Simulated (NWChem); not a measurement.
# SnH2F2 (SMILES [F][SnH2][F]) at PBE0/def2-SVP (core potential)

What is the electronic atomisation energy of SnH2F2 at PBE0/def2-SVP (core potential)? 

The results are computed with NWChem 7.3.0.

14 further runs of the same task are left out: 2 that didn't finish, 12 set aside as unsound or not needed.

## (1) The structure to begin with

SnH2F2 has 5 atoms, charge 0, and is taken as a singlet. SMILES: `[F][SnH2][F]`. Geometry: relaxed at PBE0-D4/def2-TZVP.

Bond lengths: F1–Sn2 1.909 Å, Sn2–F3 1.909 Å, Sn2–H4 1.692 Å, Sn2–H5 1.692 Å. Angles: F1–Sn2–F3 103.3°, F1–Sn2–H4 107.1°, F1–Sn2–H5 107.1°, F3–Sn2–H4 107.1°, F3–Sn2–H5 107.1°, H4–Sn2–H5 123.6°.

## (2) Energy and gradient at PBE0/def2-SVP (core potential)

File work.nw:

```
start work
title "F2H2Sn"
memory stack 880 mb heap 220 mb global 1100 mb

geometry noautosym nocenter noautoz
  F       -0.343500      -0.356300       1.741400
  Sn       0.128900      -0.073200      -0.086200
  F       -1.231200       1.110700      -0.712400
  H       -0.087400      -1.547100      -0.889100
  H        1.583200       0.792100      -0.095000
end

basis spherical bse
  * library def2-SVP
end

ecp bse
  Sn library def2-SVP
end

dft
  xc pbe0
  grid xfine
  convergence energy 1e-08
  iterations 100
  mulliken
  print low
end

task dft gradient
```

Command:

```console
$ nwchem work.nw > work.out
```

The log of the run (excerpt; [...] marks lines left out):

```text
[...]
 d= 0,ls=0.0,diis     1   -414.7462102160 -5.59D+02  3.07D-02  9.29D-01     2.7
[...]
 d= 0,ls=0.0,diis     8   -414.8644762601  5.46D-10  9.45D-07  1.40D-08    16.2
         Total DFT energy =     -414.864476260113
      One electron energy =     -944.975650193431
           Coulomb energy =      425.126699386741
    Exchange-Corr. energy =      -39.625272953676
 Nuclear repulsion energy =      144.609747500253
[...]
      Total Density - Mulliken Population Analysis
     ---------------------------------------------
    Atom       Charge   Shell Charges
 -----------   ------   -------------------------------------------------------
    1 F    9     9.44   1.99  1.12  0.84  3.31  2.18  0.00
    2 Sn  22    20.97   0.42  1.60  1.03  0.13  2.76  3.25  1.25  0.28  9.74  0.50
    3 F    9     9.44   1.99  1.12  0.84  3.31  2.18  0.00
    4 H    1     1.08   0.68  0.39  0.01
    5 H    1     1.08   0.68  0.39  0.01
[...]
                         DFT ENERGY GRADIENTS
    atom               coordinates                        gradient
                 x          y          z           x          y          z
   1 F      -0.649121  -0.673309   3.290769    0.002822   0.001816  -0.011289
   2 Sn      0.243586  -0.138328  -0.162894   -0.008846   0.004344   0.005822
   3 F      -2.326631   2.098919  -1.346241    0.008322  -0.007289   0.003960
   4 H      -0.165162  -2.923595  -1.680155   -0.000051   0.002103   0.001276
   5 H       2.991814   1.496852  -0.179524   -0.002248  -0.000974   0.000231
 Task  times  cpu:       18.7s     wall:       18.7s
 Total times  cpu:       18.8s     wall:       18.8s
```

Wall time 20 s (1 thread of INTEL XEON PLATINUM 8581C at 2.10GHz (Emerald Rapids), shared host); peak memory 0.13 GiB.

## (3) The F atom: a single-point energy at UPBE0/def2-SVP

File run.py:

```python
from ase import Atoms
from ase.calculators.nwchem import NWChem

atoms = Atoms(['F'], positions=[
    [0.000000, 0.000000, 0.000000],
])

calc = NWChem(
    label='struct',
    theory='dft',
    memory='2200 mb',
    basis='def2-SVP',
    basispar='spherical bse',
    dft={'xc': 'pbe0', 'mult': '2', 'grid': 'xfine', 'convergence': 'energy 1e-08', 'iterations': '100', 'mulliken': None},
    task='energy',
)
atoms.calc = calc

print(f"energy = {atoms.get_potential_energy():.6f} eV")
```

Command:

```console
$ export ASE_NWCHEM_COMMAND="nwchem PREFIX.nwi > PREFIX.nwo"
$ python run.py
```

The log of the run:

```text
energy = -2708.867852 eV
```

The calculator wrote struct.nwi:

```
title "struct"

permanent_dir struct

scratch_dir struct

start struct

geometry units angstrom nocenter noautosym noautoz
  F  0.0000000000000000e+00 0.0000000000000000e+00 0.0000000000000000e+00
end

memory 2200 mb

basis spherical bse noprint
   * library def2-SVP
end

dft
  xc pbe0
  mult 2
  grid xfine
  convergence energy 1e-08
  iterations 100
  mulliken
end

task dft energy
```

struct.nwo (excerpt; [...] marks lines left out):

```text
[...]
          Wavefunction type:  spin polarized.
          No. of atoms     :     1
          No. of electrons :     9
[...]
          Charge           :     0
          Spin multiplicity:     2
[...]
          AO basis - number of functions:    14
[...]
              XC Information
              --------------
                         PBE0 Method XC Functional
                     Hartree-Fock (Exact) Exchange  0.250
          PerdewBurkeErnzerhof Exchange Functional  0.750
            Perdew 1991 LDA Correlation Functional  1.000 local
           PerdewBurkeErnz. Correlation Functional  1.000 non-local
[...]
 d= 0,ls=0.0,diis     1    -99.5411106774 -9.95D+01  8.30D-03  3.89D-02     0.2
[...]
 d= 0,ls=0.0,diis     7    -99.5490582358 -7.26D-11  5.17D-08  4.36D-12     0.7
[...]
         Total DFT energy =      -99.549058235765
      One electron energy =     -139.145789447356
           Coulomb energy =       49.893325052204
    Exchange-Corr. energy =      -10.296593840614
 Nuclear repulsion energy =        0.000000000000
[...]
      Total Density - Mulliken Population Analysis
     ---------------------------------------------
    Atom       Charge   Shell Charges
 -----------   ------   -------------------------------------------------------
    1 F    9     9.00   1.99  1.17  0.84  3.19  1.81  0.00
     --------------------------------------------
      Spin Density - Mulliken Population Analysis
     --------------------------------------------
    Atom       Charge   Shell Charges
 -----------   ------   -------------------------------------------------------
    1 F    9     1.00  -0.00  0.02 -0.02  0.68  0.32  0.00
[...]
      <S2> =      0.7511 (Exact =     0.7500)
[...]
```

Wall time 1.8 s (1 thread of INTEL XEON PLATINUM 8581C at 2.10GHz (Emerald Rapids), shared host); peak memory 0.11 GiB.

## (4) The H atom: the energy at UPBE0/def2-SVP

File h.nw:

```
start h
title "H"
memory total 2200 mb
charge 0

geometry units angstroms noautosym nocenter noautoz
  H        0.000000       0.000000       0.000000
end

basis "ao basis" spherical bse
  H library def2-SVP
end

dft
  xc pbe0
  mult 2
  grid xfine
  convergence energy 1e-08
  maxiter 100
  mulliken
end

task dft energy
```

Command:

```console
$ nwchem h.nw > h.out
```

The log of the run (excerpt; [...] marks lines left out):

```text
[...]
          Wavefunction type:  spin polarized.
          No. of atoms     :     1
          No. of electrons :     1
[...]
          Charge           :     0
          Spin multiplicity:     2
[...]
          AO basis - number of functions:     5
[...]
              XC Information
              --------------
                         PBE0 Method XC Functional
                     Hartree-Fock (Exact) Exchange  0.250
          PerdewBurkeErnzerhof Exchange Functional  0.750
            Perdew 1991 LDA Correlation Functional  1.000 local
           PerdewBurkeErnz. Correlation Functional  1.000 non-local
[...]
 d= 0,ls=0.0,diis     1     -0.5002823226 -5.00D-01  1.25D-03  1.20D-05     0.1
[...]
  Singularity in Pulay matrix. Error and Fock matrices removed.
 d= 0,ls=0.0,diis     3     -0.5002908051 -1.47D-07  2.78D-07  5.17D-13     0.2
[...]
  Singularity in Pulay matrix. Error and Fock matrices removed.
 d= 0,ls=0.0,diis     4     -0.5002908051 -3.60D-13  8.54D-10  4.93D-18     0.3
[...]
         Total DFT energy =       -0.500290805060
      One electron energy =       -0.499270444360
           Coulomb energy =        0.311384454220
    Exchange-Corr. energy =       -0.312404814920
 Nuclear repulsion energy =        0.000000000000
[...]
      Total Density - Mulliken Population Analysis
     ---------------------------------------------
    Atom       Charge   Shell Charges
 -----------   ------   -------------------------------------------------------
    1 H    1     1.00   0.54  0.46  0.00
     --------------------------------------------
      Spin Density - Mulliken Population Analysis
     --------------------------------------------
    Atom       Charge   Shell Charges
 -----------   ------   -------------------------------------------------------
    1 H    1     1.00   0.54  0.46  0.00
[...]
      <S2> =      0.7500 (Exact =     0.7500)
[...]
```

It took 0.83 s on 1 thread of INTEL XEON PLATINUM 8581C at 2.10GHz (Emerald Rapids), shared host; peak memory 0.1 GiB.

## (5) The Sn atom: the energy at UPBE0/def2-SVP (core potential)

File m1.nw:

```
start m1
title "Sn energy"
memory 2200 mb

geometry noautosym nocenter noautoz
Sn     0.000000     0.000000     0.000000
end

basis spherical bse
Sn library def2-SVP
end

ecp bse
Sn library def2-SVP
end

dft
xc pbe0
mult 3
grid xfine
convergence energy 1e-08
iterations 100
mulliken
end

task dft
```

Run the same way, it converges to -214.25429 Eh (log not shown).

## (6) Outcome

Level: PBE0/def2-SVP (core potential).

```
                                   quantity          value
                     molecule: total energy  -414.86448 Eh
         molecule: largest force on an atom     0.606 eV/Å
                       F atom: total energy   -99.54906 Eh
 F atom: HOMO energy (highest over α and β)      -11.91 eV
  F atom: LUMO energy (lowest over α and β)       -6.02 eV
                               F atom: ⟨S²⟩          0.751
                       H atom: total energy    -0.50029 Eh
 H atom: HOMO energy (highest over α and β)       -9.06 eV
                               H atom: ⟨S²⟩          0.750
                      Sn atom: total energy  -214.25429 Eh
Sn atom: HOMO energy (highest over α and β)       -4.99 eV
 Sn atom: LUMO energy (lowest over α and β)       -3.17 eV
                              Sn atom: ⟨S²⟩          2.003
              electronic atomisation energy      13.918 eV
```

What this shows: Taking the molecule apart into free atoms costs 13.92 eV (1343 kJ/mol), before zero-point energy and without spin-orbit coupling. The largest force (molecule) is 0.61 eV/Å: the shape isn't a stationary point for this species at this level. Mulliken charges (molecule) run from -0.44 on F1 to +1.03 on Sn2; they depend strongly on the basis.
